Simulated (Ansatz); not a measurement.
**ReS (NiAs type): equation of state**

Aim: the bulk modulus of ReS (NiAs type) from energies at several volumes around the relaxed one, with shape and atoms relaxed at each. The cell was built by placing the elements on the sites of a structure type; the runs don't test whether it is the stable form.

Program: Ansatz 0.2.0. Level of theory: DFT PBEsol, scalar-relativistic, plane waves, PAW. These are calculated values, not measurements.

2 further runs of the same task are left out: 2 that didn't finish.

### Step 1. Starting point

The structure is hexagonal, space group P6_3/mmc (No. 194). Conventional cell: a = 3.534 Å, b = 3.534 Å, c = 5.346 Å, α = 90.00°, β = 90.00°, γ = 120.00°. Around Re (site symmetry -3m) lie 6 S at 2.44 Å and 2 Re at 2.67 Å. Around S (site symmetry -6m2) lie 6 Re at 2.44 Å.

As a file:

```
CELL_PARAMETERS angstrom
3.53391 0.00000 0.00000
-1.76696 3.06046 0.00000
0.00000 0.00000 5.34614
ATOMIC_POSITIONS crystal
Re 0.00000 0.00000 0.00000
Re 0.00000 0.00000 0.50000
S 0.33333 0.66667 0.25000
S 0.66667 0.33333 0.75000
```

An earlier run at PBEsol left this cell at 14.455 Å³/atom and -0.01 GPa (10×10×6 mesh).

Volume factors to run: 0.980, 1.020, 0.960, 1.040.

### Step 2. Scaling the volume by 0.980

File input.yaml:

```yaml
crystal:
  lattice:
    - [3.5101960243, 0.0, 0.0]
    - [-1.7550980122, 3.0399189293, 0.0]
    - [0.0, 0.0, 5.310256302]
  atoms:
    - { symbol: Re, position: [0.0, 0.0, 0.0], spin: 0.05 }
    - { symbol: Re, position: [0.0, 0.0, 0.5], spin: 0.05 }
    - { symbol: S, position: [0.3333333333, 0.6666666667, 0.25] }
    - { symbol: S, position: [0.6666666667, 0.3333333333, 0.75] }
basis:
  ecutwfc: 420
  ecutrho_ratio: 4
kpoints:
  mp_grid: { grid: [10, 10, 6] }
hamiltonian:
  xc: pbesol
scf:
  occupations: { method: gaussian, width: 0.05 }
output:
  forces: true
  stress: true
  eigenvalues: true
  populations: true
magnetization:
  spin_polarized: true
relax:
  f_tol: 0.01
  max_steps: 40
  cell: { stress_tol: 0.1, fix: [volume] }
```

Launch:

```bash
$ ansatz run input.yaml --threads 4 --pin off --max-ram 4096MiB --backend cpu --events-out ev --progress --plain --runs-dir out
```

After this run come: At 1.020 of the relaxed volume; Volume × 0.960; At 1.040 of the relaxed volume.

Q: Predict the outcome of this session. Wanted: fit.

**Answer**, as computed:

| quantity | value |
| --- | --- |
| fit | poor, no modulus quoted |

The points don't follow one smooth curve, or give an unlikely pressure derivative, as when the electronic state or the structure changes between volumes; no modulus is quoted. These are values at 0 K without zero-point motion. Spin–orbit coupling is left out, though the cell holds Re; in elements this heavy it can shift levels and gaps by tenths of an eV. A run loses the moments it was seeded with; other starts can end magnetic.
